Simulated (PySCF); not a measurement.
# The bond of K₂+, level by level

The task here is to estimate one member of a computed series from the others.

Method: K pcseg-1, no relativity; program: PySCF 2.14.0.

The first run:

A driver script around PySCF takes these settings:

```
atoms                         : K, K
charge                        : 1
basis                         : K pcseg-1
Hamiltonian                   : no relativity
basis functions               : 48
electrons treated             : 37
masses in u                   : 38.9637, 38.9637
levels                        : PBE0, PBE, r²SCAN, M06-L, PBEsol, TPSS, HF, MP2, SCS-MP2, CCSD, CCSD(T)
grid                          : 80 radial by 434 angular points
occupations                   : held fixed by the projection of orbital angular momentum
dissociation limit            : K+ + K, each in its ground configuration
starting distance in angstrom : 3.990
values of 2S to try           : 1, 3
```

Command:

```
OMP_NUM_THREADS=1 python dia.py task.json out
```

Among the steps run: Set-up; The PBE0 curve of the state that the search chose; PBE (GGA); r²SCAN; M06-L (meta-GGA); PBEsol (GGA); TPSS (meta-GGA); UHF (mean field); Adding correlation.

One table of the session follows, with a row left open; its other results are not shown here.

```
      level  Re (Å)  ωe (cm⁻¹)  De (eV)
        UHF       ?          ?        ?
    UHF-MP2   4.589       77.6     0.83
UHF-SCS-MP2   4.607       77.5     0.83
   UHF-CCSD   4.594       77.8     0.84
UHF-CCSD(T)   4.589       77.9     0.84
        PBE   4.576       66.4     0.91
     PBEsol   4.525       68.5     0.91
       TPSS   4.607       70.0     0.95
     r²SCAN   4.530       73.6     0.88
       PBE0   4.565       71.1     0.90
```

Estimate the missing values for UHF.

As computed: Re (Å): 4.729; ωe (cm⁻¹): 75.5; De (eV): 0.81. In the column «Re (Å)» it is the highest.

De is counted to K+ + K in their ground configurations.
